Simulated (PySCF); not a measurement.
# C2H10Si2: electronic excitations at several levels of theory

Aim: compute the electronic excitations of C2H10Si2 (`CC[SiH2][SiH3]`) at several levels, and see how far they spread and what each costs.

Programs: PySCF 2.14.0, with density-fitted response routines of our own. Each step states its level of theory. These are calculated values for one molecule in the gas phase, unless marked as measured. Atoms are numbered from 0 throughout.

## 1. The molecule as given

14 atoms, charge 0, multiplicity 1; geometry from: GFN2-xTB. The atoms were then displaced at random by about 0.01 Å, so the start is not that level's minimum.

Bonds of the start (Å): C0–C1 1.50, C1–Si2 1.89, Si2–Si3 2.34, C0–H4 1.11, C0–H5 1.10, C0–H6 1.08, C1–H7 1.08, C1–H8 1.08, Si2–H9 1.49, Si2–H10 1.47, Si3–H11 1.47, Si3–H12 1.49, Si3–H13 1.42.

## 2. Optimising the geometry at PBE0-D3(BJ)/def2-SVP

What the job is given:

```
{"job": {"xc": "PBE0", "basis": "def2-SVP", "d3": "d3bj", "grid": 1, "shake": 0.01, "kind": "geom"}, "charge": 0, "multiplicity": 1}
C     -1.726250     0.135680    -0.185640
C     -1.086970    -0.431570     1.046130
Si     0.651450     0.268840     1.324280
Si     2.022440    -0.063300    -0.539560
H     -1.837370     1.235770    -0.109230
H     -2.750520    -0.243030    -0.334090
H     -1.152660    -0.059520    -1.082470
H     -1.694790    -0.223710     1.913010
H     -1.033970    -1.507830     0.965070
H      1.197760    -0.381390     2.552200
H      0.510700     1.689810     1.692300
H      1.782290    -1.382520    -1.139380
H      1.708600     0.922680    -1.609600
H      3.402130     0.024990    -0.220750
```

Started as:

```
OMP_NUM_THREADS=1 python probes_run.py task.json out
```

This one command runs all jobs of the session in turn.

Output:

```text
step   0  E = -660.62242162  max force = 0.030303
step   1  E = -660.62804033  max force = 0.004244
step   2  E = -660.62821074  max force = 0.001434
step   3  E = -660.62824271  max force = 0.000383
step   4  E = -660.62826014  max force = 0.000497
step   5  E = -660.62829257  max force = 0.001178
step   6  E = -660.62832639  max force = 0.001422
step   7  E = -660.62836036  max force = 0.001024
step   8  E = -660.62838119  max force = 0.000380
step   9  E = -660.62838844  max force = 0.000285
optimisation converged
```

It took 73 s on 1 thread of Arm Neoverse N1, shared host; peak memory 0.48 GiB.

Along the way:

```
step  energy from step 0 (eV)  largest force component (eV/Å)
   0                   0.0000                          1.5582
   1                  -0.1529                          0.2182
   2                  -0.1575                          0.0737
   3                  -0.1584                          0.0197
   4                  -0.1589                          0.0256
   5                  -0.1598                          0.0606
   6                  -0.1607                          0.0731
   7                  -0.1616                          0.0527
   8                  -0.1622                          0.0195
   9                  -0.1624                          0.0147
```

Distances of close pairs at the start and the end, largest changes first:

```
   bond  before (Å)  after (Å)  change (Å)
Si3–H13       1.419      1.496      +0.078
Si3–H11       1.469      1.498      +0.029
  C0–C1       1.499      1.525      +0.026
Si2–H10       1.475      1.499      +0.025
  C1–H7       1.079      1.104      +0.025
  C1–H8       1.081      1.104      +0.023
  C0–H6       1.082      1.102      +0.020
Si2–Si3       2.337      2.348      +0.010
```

The final coordinates are the input of the step that follows.

```
                         at the end point                value
  point group (found at 0.08 Å tolerance)                   C1
rotational constants (GHz, main isotopes)  6.175, 2.270, 1.835
                        dipole moment (D)                 1.03
```

## 3. TDDFT and polarisability: PBE0/def2-TZVP

What the job is given:

```
{"job": {"kind": "uv", "xc": "PBE0", "basis": "def2-TZVP"}, "charge": 0, "multiplicity": 1}
C     -2.042545     0.159588     0.113936
C     -1.332291    -0.502254     1.290454
Si     0.424114     0.134427     1.596221
Si     1.772317    -0.193172    -0.297853
H     -2.111856     1.251474     0.243061
H     -3.068214    -0.222576    -0.007734
H     -1.512756    -0.020543    -0.835475
H     -1.905379    -0.359754     2.222974
H     -1.267115    -1.594093     1.141266
H      1.039560    -0.574492     2.763552
H      0.397701     1.600457     1.910049
H      1.724378    -1.628096    -0.724596
H      1.296530     0.646867    -1.442086
H      3.196561     0.167515    -0.014020
```

Level: TDDFT PBE0/def2-TZVP, vertical, gas phase, core orbitals frozen in the response.

Output:

```text
coarse grid: 11624 points
cycle   1  E = -660.8833653178  dE = -1.888e-01  |g| = 3.341e-01  |ddm| = 2.474e+00
cycle   2  E = -660.8711721392  dE =  1.219e-02  |g| = 3.908e-01  |ddm| = 4.944e-01
cycle   3  E = -660.9110246669  dE = -3.985e-02  |g| = 3.551e-02  |ddm| = 2.861e-01
cycle   4  E = -660.9113291120  dE = -3.044e-04  |g| = 1.121e-02  |ddm| = 3.165e-02
cycle   5  E = -660.9113591794  dE = -3.007e-05  |g| = 4.124e-03  |ddm| = 9.201e-03
cycle   6  E = -660.9113632077  dE = -4.028e-06  |g| = 5.092e-04  |ddm| = 2.594e-03
final grid: 99992 points
cycle   7  E = -660.9050054093  dE = -3.142e-05  |g| = 5.778e-03  |ddm| = 3.064e-02
cycle   8  E = -660.9050004174  dE =  4.992e-06  |g| = 7.186e-03  |ddm| = 8.178e-03
cycle   9  E = -660.9050136884  dE = -1.327e-05  |g| = 3.608e-04  |ddm| = 4.743e-03
cycle  10  E = -660.9050137188  dE = -3.041e-08  |g| = 1.526e-04  |ddm| = 3.511e-04
cycle  11  E = -660.9050137246  dE = -5.796e-09  |g| = 3.527e-05  |ddm| = 1.060e-04
cycle  12  E = -660.9050137249  dE = -2.981e-10  |g| = 6.335e-06  |ddm| = 2.724e-05
converged SCF energy = -660.9050137249

Static polarisability (au): isotropic 83.270, principal 72.746 82.225 94.840

Singlet excitations
state   eV       nm        f      main configurations
  1   6.8946    179.8   0.03651   H->L 0.94
  2   7.1863    172.5   0.01620   H->L+1 0.94
  3   7.5298    164.7   0.01677   H-1->L 0.86, H->L+2 0.09
  4   7.7984    159.0   0.11939   H->L+3 0.58, H->L+2 0.30
  5   7.8745    157.5   0.18417   H->L+2 0.29, H->L+3 0.27, H-1->L+1 0.20
  6   7.9023    156.9   0.14209   H-1->L+1 0.52, H->L+2 0.19, H-2->L 0.11
  7   7.9678    155.6   0.01298   H->L+4 0.86, H->L+3 0.08
  8   8.1304    152.5   0.02834   H-2->L 0.73, H-1->L+1 0.18
  9   8.3055    149.3   0.03939   H-1->L+2 0.90
 10   8.3697    148.1   0.03289   H->L+5 0.84

Triplet excitations (Tamm-Dancoff, eV): 5.9559 6.1496 6.8248 7.0033
```

Run time: 40 s. Hardware: 1 thread of Arm Neoverse N1, shared host; peak memory 0.84 GiB.

Frontier orbitals and where they lie:

```
orbital     eV                         atoms
 HOMO−3  -9.73  Si3 45 %, H13 32 %, H11 10 %
 HOMO−2  -9.24   Si2 29 %, H9 18 %, H10 16 %
 HOMO−1  -8.63    C1 28 %, Si2 26 %, C0 11 %
   HOMO  -7.93   Si3 37 %, Si2 35 %, C1 11 %
   LUMO   0.14    Si2 36 %, Si3 31 %, C1 6 %
 LUMO+1   0.50   Si3 47 %, Si2 33 %, H12 6 %
 LUMO+2   0.86    Si3 44 %, Si2 36 %, C1 4 %
```

With each of the 10 states as a Gaussian band of 0.4 eV half-width at 1/e, the curve within the window shown has maxima at 157 nm (ε 20,000) L/(mol cm). Beyond the last state computed it falls off for lack of states. The curve at chosen wavelengths:

```json
{"nm": "143", "ε (L/mol/cm)": "1996"}
{"nm": "145", "ε (L/mol/cm)": "3619"}
{"nm": "147", "ε (L/mol/cm)": "5949"}
{"nm": "149", "ε (L/mol/cm)": "9031"}
{"nm": "151", "ε (L/mol/cm)": "12684"}
{"nm": "154", "ε (L/mol/cm)": "17914"}
{"nm": "156", "ε (L/mol/cm)": "19958"}
{"nm": "158", "ε (L/mol/cm)": "20081"}
{"nm": "160", "ε (L/mol/cm)": "18286"}
{"nm": "162", "ε (L/mol/cm)": "15173"}
{"nm": "164", "ε (L/mol/cm)": "11609"}
{"nm": "166", "ε (L/mol/cm)": "8350"}
{"nm": "168", "ε (L/mol/cm)": "5826"}
{"nm": "171", "ε (L/mol/cm)": "3553"}
{"nm": "173", "ε (L/mol/cm)": "2815"}
{"nm": "175", "ε (L/mol/cm)": "2436"}
{"nm": "177", "ε (L/mol/cm)": "2224"}
{"nm": "179", "ε (L/mol/cm)": "2053"}
{"nm": "181", "ε (L/mol/cm)": "1854"}
{"nm": "183", "ε (L/mol/cm)": "1611"}
{"nm": "185", "ε (L/mol/cm)": "1336"}
{"nm": "188", "ε (L/mol/cm)": "920"}
{"nm": "190", "ε (L/mol/cm)": "674"}
{"nm": "192", "ε (L/mol/cm)": "471"}
{"nm": "194", "ε (L/mol/cm)": "315"}
{"nm": "196", "ε (L/mol/cm)": "202"}
```

Further results of this job:

```
           property  computed
  dipole moment (D)      1.04
polarisability (Å³)     12.34
 HOMO–LUMO gap (eV)      8.07
      −ε(HOMO) (eV)      7.93
```

## 4. Ultraviolet spectrum: PBE0/aug-cc-pVDZ

Settings changed since step 3:

```diff
@@ -1,2 +1,2 @@
-{"job": {"kind": "uv", "xc": "PBE0", "basis": "def2-TZVP"}, "charge": 0, "multiplicity": 1}
+{"job": {"kind": "uv", "xc": "PBE0", "basis": "aug-cc-pVDZ"}, "charge": 0, "multiplicity": 1}
 C     -2.042545     0.159588     0.113936
```

With the program's defaults for keys left out, this is: TDDFT PBE0/aug-cc-pVDZ, vertical, gas phase, core orbitals frozen in the response.

Output:

```text
coarse grid: 11624 points
cycle   1  E = -660.8229914500  dE = -1.407e-01  |g| = 3.053e-01  |ddm| = 7.574e+00
cycle   2  E = -660.8117578660  dE =  1.123e-02  |g| = 3.656e-01  |ddm| = 1.349e+00
cycle   3  E = -660.8486944342  dE = -3.694e-02  |g| = 2.637e-02  |ddm| = 7.050e-01
cycle   4  E = -660.8488887873  dE = -1.944e-04  |g| = 1.076e-02  |ddm| = 8.678e-02
cycle   5  E = -660.8489223282  dE = -3.354e-05  |g| = 2.813e-03  |ddm| = 2.668e-02
cycle   6  E = -660.8489243331  dE = -2.005e-06  |g| = 4.116e-04  |ddm| = 6.586e-03
final grid: 99992 points
cycle   7  E = -660.8619650203  dE = -1.444e-05  |g| = 5.891e-03  |ddm| = 1.343e-01
cycle   8  E = -660.8619593025  dE =  5.718e-06  |g| = 7.456e-03  |ddm| = 2.735e-02
cycle   9  E = -660.8619744246  dE = -1.512e-05  |g| = 3.230e-04  |ddm| = 1.406e-02
cycle  10  E = -660.8619744544  dE = -2.980e-08  |g| = 1.102e-04  |ddm| = 9.057e-04
cycle  11  E = -660.8619744575  dE = -3.058e-09  |g| = 2.717e-05  |ddm| = 2.618e-04
cycle  12  E = -660.8619744577  dE = -2.169e-10  |g| = 4.596e-06  |ddm| = 8.631e-05
converged SCF energy = -660.8619744577

Static polarisability (au): isotropic 87.546, principal 76.613 86.479 99.547

Singlet excitations
state   eV       nm        f      main configurations
  1   6.7164    184.6   0.02010   H->L 0.94
  2   7.0240    176.5   0.04575   H->L+1 0.87, H->L+2 0.08
  3   7.2054    172.1   0.01734   H->L+3 0.86
  4   7.2901    170.1   0.01391   H-1->L 0.56, H->L+2 0.24
  5   7.3485    168.7   0.16822   H->L+2 0.53, H-1->L 0.30
  6   7.5230    164.8   0.02996   H->L+4 0.58, H->L+6 0.23, H->L+7 0.11
  7   7.6646    161.8   0.00827   H->L+6 0.39, H->L+4 0.36, H->L+7 0.15
  8   7.7129    160.7   0.01001   H->L+5 0.50, H-1->L+1 0.26
  9   7.7739    159.5   0.12529   H-1->L+1 0.51, H->L+5 0.27, H->L+8 0.11
 10   7.8270    158.4   0.02830   H->L+8 0.52, H-1->L+3 0.16

Triplet excitations (Tamm-Dancoff, eV): 6.0665 6.2968 6.6700 6.7891
```

It took 40 s on 1 thread of Arm Neoverse N1, shared host; peak memory 0.83 GiB.

This run: HOMO -7.92 eV, LUMO -0.21 eV; lowest singlet 6.72 eV.

## 5. TDDFT and polarisability: PBE0/def2-TZVPD

Settings changed since step 4:

```diff
@@ -1,2 +1,2 @@
-{"job": {"kind": "uv", "xc": "PBE0", "basis": "aug-cc-pVDZ"}, "charge": 0, "multiplicity": 1}
+{"job": {"kind": "uv", "xc": "PBE0", "basis": "def2-TZVPD"}, "charge": 0, "multiplicity": 1}
 C     -2.042545     0.159588     0.113936
```

With the program's defaults for keys left out, this is: TDDFT PBE0/def2-TZVPD, vertical, gas phase, core orbitals frozen in the response.

Output:

```text
coarse grid: 11624 points
cycle   1  E = -660.8839060758  dE = -1.882e-01  |g| = 3.343e-01  |ddm| = 2.822e+00
cycle   2  E = -660.8716374808  dE =  1.227e-02  |g| = 3.912e-01  |ddm| = 7.798e-01
cycle   3  E = -660.9115611312  dE = -3.992e-02  |g| = 3.592e-02  |ddm| = 3.506e-01
cycle   4  E = -660.9118730885  dE = -3.120e-04  |g| = 1.127e-02  |ddm| = 4.712e-02
cycle   5  E = -660.9119034963  dE = -3.041e-05  |g| = 4.152e-03  |ddm| = 1.560e-02
cycle   6  E = -660.9119075887  dE = -4.092e-06  |g| = 5.175e-04  |ddm| = 3.781e-03
final grid: 99992 points
cycle   7  E = -660.9055607609  dE = -3.466e-05  |g| = 5.791e-03  |ddm| = 1.798e-01
cycle   8  E = -660.9055557717  dE =  4.989e-06  |g| = 7.202e-03  |ddm| = 1.341e-02
cycle   9  E = -660.9055690991  dE = -1.333e-05  |g| = 3.665e-04  |ddm| = 6.104e-03
cycle  10  E = -660.9055691303  dE = -3.121e-08  |g| = 1.583e-04  |ddm| = 7.228e-04
cycle  11  E = -660.9055691365  dE = -6.269e-09  |g| = 3.676e-05  |ddm| = 1.998e-04
cycle  12  E = -660.9055691369  dE = -3.222e-10  |g| = 6.577e-06  |ddm| = 5.297e-05
converged SCF energy = -660.9055691369

Static polarisability (au): isotropic 86.946, principal 75.959 85.915 98.963

Singlet excitations
state   eV       nm        f      main configurations
  1   6.7427    183.9   0.03133   H->L 0.95
  2   7.0755    175.2   0.01679   H->L+2 0.76, H->L+1 0.19
  3   7.1757    172.8   0.03880   H->L+1 0.68, H->L+2 0.16, H->L+3 0.12
  4   7.3321    169.1   0.00660   H-1->L 0.76, H->L+3 0.13
  5   7.4758    165.8   0.26989   H->L+3 0.61, H-1->L 0.18
  6   7.6263    162.6   0.03857   H->L+4 0.60, H->L+5 0.27
  7   7.7751    159.5   0.00909   H-1->L+2 0.65, H-2->L 0.13, H-1->L+1 0.08
  8   7.8945    157.1   0.02707   H->L+5 0.34, H->L+6 0.18, H->L+4 0.16
  9   7.9155    156.6   0.06879   H-1->L+1 0.80
 10   7.9999    155.0   0.04170   H-2->L 0.59, H-1->L+2 0.23

Triplet excitations (Tamm-Dancoff, eV): 5.8979 6.0840 6.6980 6.8706
```

Wall time 61 s (1 thread of Arm Neoverse N1, shared host); peak memory 0.89 GiB.

Key values: HOMO -7.93 eV, LUMO -0.07 eV; lowest singlet 6.74 eV.

## 6. Excited states and response: PBE0/6-31+G*

Settings changed since step 5:

```diff
@@ -1,2 +1,2 @@
-{"job": {"kind": "uv", "xc": "PBE0", "basis": "def2-TZVPD"}, "charge": 0, "multiplicity": 1}
+{"job": {"kind": "uv", "xc": "PBE0", "basis": "6-31+G*"}, "charge": 0, "multiplicity": 1}
 C     -2.042545     0.159588     0.113936
```

Method: TDDFT PBE0/6-31+G*, vertical, gas phase, core orbitals frozen in the response.

Output:

```text
coarse grid: 11624 points
cycle   1  E = -660.8450378718  dE = -1.685e-01  |g| = 3.105e-01  |ddm| = 3.026e+00
cycle   2  E = -660.8337362526  dE =  1.130e-02  |g| = 3.698e-01  |ddm| = 7.263e-01
cycle   3  E = -660.8715544260  dE = -3.782e-02  |g| = 2.227e-02  |ddm| = 4.448e-01
cycle   4  E = -660.8716849897  dE = -1.306e-04  |g| = 1.001e-02  |ddm| = 5.719e-02
cycle   5  E = -660.8717118128  dE = -2.682e-05  |g| = 2.457e-03  |ddm| = 1.686e-02
cycle   6  E = -660.8717133375  dE = -1.525e-06  |g| = 2.800e-04  |ddm| = 3.710e-03
final grid: 99992 points
cycle   7  E = -660.8220831401  dE = -1.063e-05  |g| = 5.823e-03  |ddm| = 2.868e-02
cycle   8  E = -660.8220778688  dE =  5.271e-06  |g| = 7.347e-03  |ddm| = 1.354e-02
cycle   9  E = -660.8220925149  dE = -1.465e-05  |g| = 2.630e-04  |ddm| = 7.974e-03
cycle  10  E = -660.8220925321  dE = -1.719e-08  |g| = 1.002e-04  |ddm| = 5.217e-04
cycle  11  E = -660.8220925346  dE = -2.499e-09  |g| = 2.113e-05  |ddm| = 1.105e-04
cycle  12  E = -660.8220925347  dE = -1.263e-10  |g| = 3.667e-06  |ddm| = 4.361e-05
converged SCF energy = -660.8220925347

Static polarisability (au): isotropic 78.418, principal 69.109 76.939 89.206

Singlet excitations
state   eV       nm        f      main configurations
  1   6.8618    180.7   0.02871   H->L 0.96
  2   7.2346    171.4   0.07220   H->L+1 0.87, H->L+2 0.10
  3   7.4349    166.8   0.00132   H-1->L 0.77
  4   7.5065    165.2   0.02130   H->L+3 0.80
  5   7.5643    163.9   0.30029   H->L+2 0.70, H-1->L 0.14
  6   7.8880    157.2   0.01390   H->L+5 0.52, H->L+4 0.20, H-1->L+1 0.11
  7   7.9682    155.6   0.03491   H-1->L+1 0.69, H->L+4 0.18
  8   8.0062    154.9   0.07157   H->L+4 0.47, H->L+5 0.20, H->L+6 0.10
  9   8.0577    153.9   0.01927   H-2->L 0.64, H-1->L+3 0.13
 10   8.1498    152.1   0.05720   H->L+6 0.53, H->L+7 0.17, H->L+5 0.16

Triplet excitations (Tamm-Dancoff, eV): 6.2174 6.6010 6.7779 6.9632
```

Wall time 17 s (1 thread of Arm Neoverse N1, shared host); peak memory 0.57 GiB.

In short: HOMO -7.96 eV, LUMO -0.04 eV; lowest singlet 6.86 eV.

## 7. Side by side: electronic excitations

Excitations and ground-state properties, with basis size and wall time:

```
             run  lowest singlet (eV)  brightest (eV)      f  gap (eV)  α (Å³)  μ (D)  functions  time
  PBE0/def2-TZVP                 6.89            7.87  0.184      8.07   12.34   1.04        196  40 s
PBE0/aug-cc-pVDZ                 6.72            7.35  0.168      7.72   12.97   1.02        190  40 s
 PBE0/def2-TZVPD                 6.74            7.48  0.270      7.86   12.88   1.04        250  61 s
    PBE0/6-31+G*                 6.86            7.56  0.300      7.93   11.62   1.03        100  17 s
```

## 8. Summary of results

| quantity | value |
| --- | --- |
| point group | C1 |
| rotational constants (main isotopes) | 6.18, 2.27, 1.84 GHz |
| lowest singlet (PBE0/def2-TZVP) | 6.89 eV (180 nm), f = 0.037 |
| brightest single state of those computed | state 5, 7.87 eV, f = 0.184 |
| lowest triplet | 5.96 eV |
| range of the lowest singlet | 6.72 to 6.89 eV |

Single values in the summary come from the first run of each kind that ended normally (PBE0/def2-TZVP), which need not be the best level. Relaxing lowered the energy by 0.162 eV in 9 steps; the close pair that moved most is Si3–H13, from 1.419 to 1.496 Å. No frequency check was run at this level, so the end point may be a saddle. The first singlet state (HOMO→LUMO 0.94) lies at 6.89 eV and is weak; of the 10 states computed, the strongest absorption comes from states 5 to 6 together at 7.87 eV. The lowest triplet lies 0.94 eV below the lowest singlet (triplets in Tamm-Dancoff, singlets in full TDDFT). The basis of PBE0/def2-TZVP has no diffuse functions, so Rydberg states are missing and the high states are unreliable. The lowest singlet runs from 6.72 eV (PBE0/aug-cc-pVDZ) to 6.89 eV (PBE0/def2-TZVP), while the orbital gap spans 7.72 to 8.07 eV. The lowest state need not be the same one in every run.
